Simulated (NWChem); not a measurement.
**One shape, several levels: GeH4O2 (SMILES [OH][GeH2][OH])**

Wanted: a comparison of 5 runs (HF/STO-3G, HF/3-21G, HF/pcseg-1, B3LYP/6-31G*) of GeH4O2. 

Program for the calculation: NWChem 7.3.0.

### 1 Starting point

GeH4O2 has 7 atoms, charge 0, and is taken as a singlet. SMILES: `[OH][GeH2][OH]`. Geometry: relaxed at PBE0-D4/def2-TZVP. This is one conformer, not always the lowest.

Bond lengths: O1–Ge2 1.776 Å, Ge2–O3 1.773 Å, O1–H4 0.959 Å, Ge2–H5 1.543 Å, Ge2–H6 1.525 Å, O3–H7 0.959 Å. Angles: O1–Ge2–O3 110.8°, O1–Ge2–H5 108.6°, O1–Ge2–H6 106.6°, O3–Ge2–H5 109.7°, O3–Ge2–H6 104.9°, Ge2–O1–H4 113.3°, Ge2–O3–H7 113.6°, H5–Ge2–H6 116.1°.

### 2 Energy and forces at HF/STO-3G (run 1)

run.py reads:

```python
from ase import Atoms
from ase.calculators.nwchem import NWChem

system = Atoms('OGeOHHHH', positions=[
    [-1.491300, -0.416000, -0.173900],
    [0.023500, 0.377000, 0.305300],
    [1.347400, -0.798900, 0.400600],
    [-1.634900, -0.418700, -1.122100],
    [0.363400, 1.460500, -0.739100],
    [-0.172500, 0.863100, 1.737300],
    [1.625600, -1.135200, -0.453800],
])

calc = NWChem(
    label='input',
    theory='scf',
    memory='2200 mb',
    basis='STO-3G',
    basispar='spherical bse',
    scf={'nopen': '0', 'rhf': None, 'thresh': '1e-08', 'maxiter': '80'},
)
system.calc = calc

forces = system.get_forces()
print("Total energy (eV):", round(system.get_potential_energy(), 6))
print("forces (eV/A):")
for s, f in zip(system.symbols, forces):
    print(f"{s:2s} {f[0]:10.5f} {f[1]:10.5f} {f[2]:10.5f}")
print("dipole (e A):", system.get_dipole_moment().round(4))
```

The run is started by

```sh
$ export ASE_NWCHEM_COMMAND="nwchem PREFIX.nwi > PREFIX.nwo"
$ python run.py
```

The program printed:

```text
Total energy (eV): -59913.271221
forces (eV/A):
O     1.07390    0.33532    2.36649
Ge    0.06130    0.17519   -0.48805
O    -1.29866    1.26138    1.79988
H     0.18085    0.18327   -1.68993
H    -0.39405   -1.19906    1.43339
H     0.24688   -0.43889   -1.75977
H     0.12984   -0.31722   -1.66201
dipole (e A): [ 0.0689  0.2302 -0.4314]
```

The calculator wrote input.nwi:

```
title "input"

permanent_dir input

scratch_dir input

start input

geometry units angstrom nocenter noautosym noautoz
  O  -1.4913000000000001e+00 -4.1599999999999998e-01 -1.7390000000000000e-01
  Ge 2.3500000000000000e-02 3.7700000000000000e-01 3.0530000000000002e-01
  O  1.3473999999999999e+00 -7.9890000000000005e-01 4.0060000000000001e-01
  H  -1.6349000000000000e+00 -4.1870000000000002e-01 -1.1221000000000001e+00
  H  3.6340000000000000e-01 1.4604999999999999e+00 -7.3909999999999998e-01
  H  -1.7249999999999999e-01 8.6309999999999998e-01 1.7373000000000001e+00
  H  1.6255999999999999e+00 -1.1352000000000000e+00 -4.5379999999999998e-01
end

memory 2200 mb

basis spherical bse noprint
   * library STO-3G
end

scf
  nopen 0
  rhf
  thresh 1e-08
  maxiter 80
end

task scf gradient
```

input.nwo:

```text
Northwest Computational Chemistry Package (NWChem) 7.3.0
             --------------------------------------------------------

           Job information
           ---------------

    nwchem branch   = 7.3.0
    use scalapack   = T
    input           = input.nwi
    prefix          = input.
    data base       = input/input.db
    status          = startup
    nproc           =        1

           Memory information
           ------------------

    heap     =     72089594 doubles =      550.0 Mbytes
    stack    =     72089599 doubles =      550.0 Mbytes
    global   =    144179200 doubles =     1100.0 Mbytes (distinct from heap & stack)
    total    =    288358393 doubles =     2200.0 Mbytes
    verify   = yes
    hardfail = no

[... 135 lines left out ...]
 Convergence threshold     :          1.000E-08
[... 12 lines left out ...]
       Final RHF  results
[... 3 lines left out ...]
      One-electron energy =  -3527.557214704898
[... 1 line left out ...]
 Nuclear repulsion energy =    219.679515506525
[... 40 lines left out ...]
                       ROHF Final Molecular Orbital Analysis
[... 220 lines left out ...]
                 ----------------------------------------
                 |  Time  |  1-e(secs)   |  2-e(secs)   |
                 ----------------------------------------
                 |  CPU   |       0.00   |       0.24   |
                 ----------------------------------------
                 |  WALL  |       0.00   |       0.24   |
                 ----------------------------------------

 Task  times  cpu:        1.4s     wall:        1.4s
 Total times  cpu:        1.4s     wall:        1.4s
```

Wall time 2.2 s (1 thread of AMD EPYC 9R45 (Zen 5), shared host); peak memory 0.1 GiB.

### 3 Energy and gradient at HF/3-21G (run 2)

geh4o2.nw reads:

```
START geh4o2
TITLE "GeH4O2 hf"
memory total 2200 mb
charge 0

GEOMETRY units atomic noautosym nocenter noautoz
O     -2.81814857    -0.78612607    -0.32862337
Ge     0.04440856     0.71242675     0.57693339
O      2.54621698    -1.50970220     0.75702429
H     -3.08951324    -0.79122833    -2.12046168
H      0.68672647     2.75994501    -1.39669658
H     -0.32597776     1.63102262     3.28302120
H      3.07193879    -2.14521710    -0.85755772
END

BASIS spherical bse
* library 3-21G
END

SCF
thresh 1e-08
maxiter 80
END

TASK scf gradient
```

The run is started by

```sh
$ nwchem geh4o2.nw > geh4o2.out
```

The program printed:

```text
[...]
  functions       =    48
[...]
  wavefunction    = RHF
[...]
         Total SCF energy =  -2216.606243187054
      One-electron energy =  -3529.933130210304
      Two-electron energy =   1093.647387424744
 Nuclear repulsion energy =    219.679499598505
        Time for solution =      1.4s
[...]
                         RHF ENERGY GRADIENTS
    atom               coordinates                        gradient
                 x          y          z           x          y          z
   1 O      -2.818149  -0.786126  -0.328623   -0.027850  -0.015808  -0.002923
   2 Ge      0.044409   0.712427   0.576933    0.004551   0.023550  -0.016624
   3 O       2.546217  -1.509702   0.757024    0.022443  -0.021223   0.007734
   4 H      -3.089513  -0.791228  -2.120462    0.011227   0.005827   0.006835
   5 H       0.686726   2.759945  -1.396697    0.000748   0.000223  -0.000949
   6 H      -0.325978   1.631023   3.283021   -0.000836  -0.002531   0.004014
   7 H       3.071939  -2.145217  -0.857558   -0.010284   0.009962   0.001914
[...]
```

Run time: 2.2 s. Hardware: 1 thread of AMD EPYC 9R45 (Zen 5), shared host; peak memory 0.098 GiB.

Run 3 isn't shown in full; the table further down has it.

### 4 Energy and gradient at B3LYP/6-31G(d) (Cartesian functions) (run 4)

run.py reads:

```python
from ase import Atoms
from ase.calculators.nwchem import NWChem

mol = Atoms('OGeOHHHH', positions=[
    [-1.491300, -0.416000, -0.173900],
    [0.023500, 0.377000, 0.305300],
    [1.347400, -0.798900, 0.400600],
    [-1.634900, -0.418700, -1.122100],
    [0.363400, 1.460500, -0.739100],
    [-0.172500, 0.863100, 1.737300],
    [1.625600, -1.135200, -0.453800],
])

calc = NWChem(
    label='sp',
    theory='dft',
    memory='2200 mb',
    basis='6-31G*',
    dft={'xc': 'b3lyp', 'mult': '1', 'grid': 'xfine', 'convergence': 'energy 1e-08', 'iterations': '100', 'mulliken': None, 'print': 'low'},
)
mol.calc = calc

forces = mol.get_forces()
print("Total energy (eV):", round(mol.get_potential_energy(), 6))
print("forces (eV/A):")
for s, f in zip(mol.symbols, forces):
    print(f"{s:2s} {f[0]:10.5f} {f[1]:10.5f} {f[2]:10.5f}")
```

The run is started by

```sh
$ export ASE_NWCHEM_COMMAND="nwchem PREFIX.nwi > PREFIX.nwo"
$ python run.py
```

The program printed:

```text
Total energy (eV): -60671.524462
forces (eV/A):
O    -0.42315   -0.18934    0.41960
Ge    0.02746    0.19108   -0.06366
O     0.28344   -0.13653    0.55973
H    -0.01435    0.03240   -0.48116
H     0.03697    0.17617   -0.10362
H    -0.00730    0.05039    0.11704
H     0.09693   -0.12408   -0.44794
```

The calculator wrote sp.nwi:

```
title "sp"

permanent_dir sp

scratch_dir sp

start sp

geometry units angstrom nocenter noautosym noautoz
  O  -1.4913000000000001e+00 -4.1599999999999998e-01 -1.7390000000000000e-01
  Ge 2.3500000000000000e-02 3.7700000000000000e-01 3.0530000000000002e-01
  O  1.3473999999999999e+00 -7.9890000000000005e-01 4.0060000000000001e-01
  H  -1.6349000000000000e+00 -4.1870000000000002e-01 -1.1221000000000001e+00
  H  3.6340000000000000e-01 1.4604999999999999e+00 -7.3909999999999998e-01
  H  -1.7249999999999999e-01 8.6309999999999998e-01 1.7373000000000001e+00
  H  1.6255999999999999e+00 -1.1352000000000000e+00 -4.5379999999999998e-01
end

memory 2200 mb

basis noprint
   * library 6-31G*
end

dft
  xc b3lyp
  mult 1
  grid xfine
  convergence energy 1e-08
  iterations 100
  mulliken
  print low
end

task dft gradient
```

sp.nwo:

```text
Northwest Computational Chemistry Package (NWChem) 7.3.0
             --------------------------------------------------------

           Job information
           ---------------

    nwchem branch   = 7.3.0
    use scalapack   = T
    input           = sp.nwi
    prefix          = sp.
    data base       = sp/sp.db
    status          = startup
    nproc           =        1

           Memory information
           ------------------

    heap     =     72089594 doubles =      550.0 Mbytes
    stack    =     72089599 doubles =      550.0 Mbytes
    global   =    144179200 doubles =     1100.0 Mbytes (distinct from heap & stack)
    total    =    288358393 doubles =     2200.0 Mbytes
    verify   = yes
    hardfail = no

[... 39 lines left out ...]
            Nuclear Dipole moment (a.u.)
[... 76 lines left out ...]
   convergence    iter        energy       DeltaE   RMS-Dens  Diis-err    time
[... 13 lines left out ...]
         Total DFT energy =    -2229.637417517074
      One electron energy =    -3541.431236129582
           Coulomb energy =     1189.901594606995
    Exchange-Corr. energy =      -97.787291501013
 Nuclear repulsion energy =      219.679515506525
[... 33 lines left out ...]
                         DFT ENERGY GRADIENTS

    atom               coordinates                        gradient
                 x          y          z           x          y          z
   1 O      -2.818148  -0.786126  -0.328623    0.008229   0.003682  -0.008160
   2 Ge      0.044409   0.712427   0.576933   -0.000534  -0.003716   0.001238
   3 O       2.546217  -1.509702   0.757024   -0.005512   0.002655  -0.010885
   4 H      -3.089513  -0.791228  -2.120462    0.000279  -0.000630   0.009357
   5 H       0.686726   2.759945  -1.396696   -0.000719  -0.003426   0.002015
   6 H      -0.325978   1.631023   3.283021    0.000142  -0.000980  -0.002276
   7 H       3.071939  -2.145217  -0.857558   -0.001885   0.002413   0.008711

 Task  times  cpu:       15.1s     wall:       15.1s
 Total times  cpu:       15.1s     wall:       15.1s
```

It took 16 s on 1 thread of AMD EPYC 9R45 (Zen 5), shared host; peak memory 0.14 GiB.

### 5 Energy and gradient at B3LYP/6-31G(d) (spherical functions) (run 5)

m1.nw reads:

```
start m1
memory 2200 mb
charge 0

geometry noautosym nocenter noautoz
  O    -1.491300   -0.416000   -0.173900
  Ge    0.023500    0.377000    0.305300
  O     1.347400   -0.798900    0.400600
  H    -1.634900   -0.418700   -1.122100
  H     0.363400    1.460500   -0.739100
  H    -0.172500    0.863100    1.737300
  H     1.625600   -1.135200   -0.453800
end

basis spherical bse
  * library 6-31G*
end

dft
  xc b3lyp
  grid xfine
  convergence energy 1e-08
  iterations 100
  mulliken
end

task dft gradient
```

The run is started by

```sh
$ nwchem m1.nw > m1.out
```

The program printed:

```text
[...]
          Wavefunction type:  closed shell.
          No. of atoms     :     7
          No. of electrons :    52
[...]
          Charge           :     0
          Spin multiplicity:     1
[...]
          AO basis - number of functions:    68
[...]
              XC Information
              --------------
                         B3LYP Method XC Potential
                     Hartree-Fock (Exact) Exchange  0.200
                        Slater Exchange Functional  0.800 local
                    Becke 1988 Exchange Functional  0.720 non-local
              Lee-Yang-Parr Correlation Functional  0.810
                  VWN I RPA Correlation Functional  0.190 local
[...]
 d= 0,ls=0.0,diis     1  -2229.5273708116 -2.45D+03  2.22D-02  8.86D-01     1.6
[...]
 d= 0,ls=0.0,diis    10  -2229.6282853724 -1.72D-10  1.31D-07  1.47D-10    11.8
         Total DFT energy =    -2229.628285372371
      One electron energy =    -3541.433990647215
           Coulomb energy =     1189.948309941809
    Exchange-Corr. energy =      -97.822120173491
 Nuclear repulsion energy =      219.679515506525
[...]
      Total Density - Mulliken Population Analysis
     ---------------------------------------------
    Atom       Charge   Shell Charges
 -----------   ------   -------------------------------------------------------
    1 O    8     8.68   2.00  0.91  2.91  0.95  1.90  0.02
    2 Ge  32    31.51   2.00  2.00  6.00  2.00  5.99  1.18  1.83  0.03  0.21  6.87  2.94  0.47
    3 O    8     8.68   2.00  0.91  2.91  0.95  1.89  0.02
    4 H    1     0.58   0.48  0.11
    5 H    1     1.00   0.49  0.51
    6 H    1     0.96   0.49  0.47
    7 H    1     0.58   0.48  0.11
[...]
  wavefunction    = closed shell
                         DFT ENERGY GRADIENTS
    atom               coordinates                        gradient
                 x          y          z           x          y          z
   1 O      -2.818148  -0.786126  -0.328623    0.009093   0.004347  -0.007936
   2 Ge      0.044409   0.712427   0.576933   -0.000606  -0.004678   0.001382
   3 O       2.546217  -1.509702   0.757024   -0.006282   0.003548  -0.011022
   4 H      -3.089513  -0.791228  -2.120462    0.000268  -0.000628   0.009394
   5 H       0.686726   2.759945  -1.396696   -0.000875  -0.003886   0.002513
   6 H      -0.325978   1.631023   3.283021    0.000252  -0.001126  -0.003089
   7 H       3.071939  -2.145217  -0.857558   -0.001851   0.002423   0.008758
[...]
```

It took 15 s on 1 thread of AMD EPYC 9R45 (Zen 5), shared host; peak memory 0.14 GiB.

### 6 The series

```
run                               level  Cartesian functions  iteration cap   energy (Eh)  dipole moment (D)  HOMO energy (eV)  LUMO energy (eV)  wall time
  1                           HF/STO-3G                   no             80  -2201.772125               2.37             -9.03             11.72      2.2 s
  2                            HF/3-21G                   no             80  -2216.606243               3.56            -12.31              4.73      2.2 s
  3                          HF/pcseg-1                   no             80  -2227.133175               3.02            -12.69              3.66       13 s
  4  B3LYP/6-31G* (Cartesian functions)                  yes            100  -2229.637418                  –                 –                 –       16 s
  5  B3LYP/6-31G* (spherical functions)                   no            100  -2229.628285               2.81             -8.09              0.40       15 s
```

### 7 Results

| quantity | value |
| --- | --- |
| run 5: total energy | -2229.62829 Eh |
| run 5: dipole moment | 2.81 D |
| run 5: HOMO energy | -8.09 eV |
| run 5: LUMO energy | 0.40 eV |
| run 5: HOMO–LUMO gap | 8.49 eV |
| run 5: largest force on an atom | 0.677 eV/Å |

Over runs 1, 2, 3, 5 the dipole moment (its size) runs from 2.37 D (HF/STO-3G) to 3.56 D (HF/3-21G). Over runs 1, 2, 3, 5 the HOMO–LUMO gap runs from 8.49 eV (B3LYP/6-31G*) to 20.76 eV (HF/STO-3G). The two ends differ in method and basis. In run 1 the basis is minimal, so the values are rough. All runs together took 49 s, the longest 16 s.
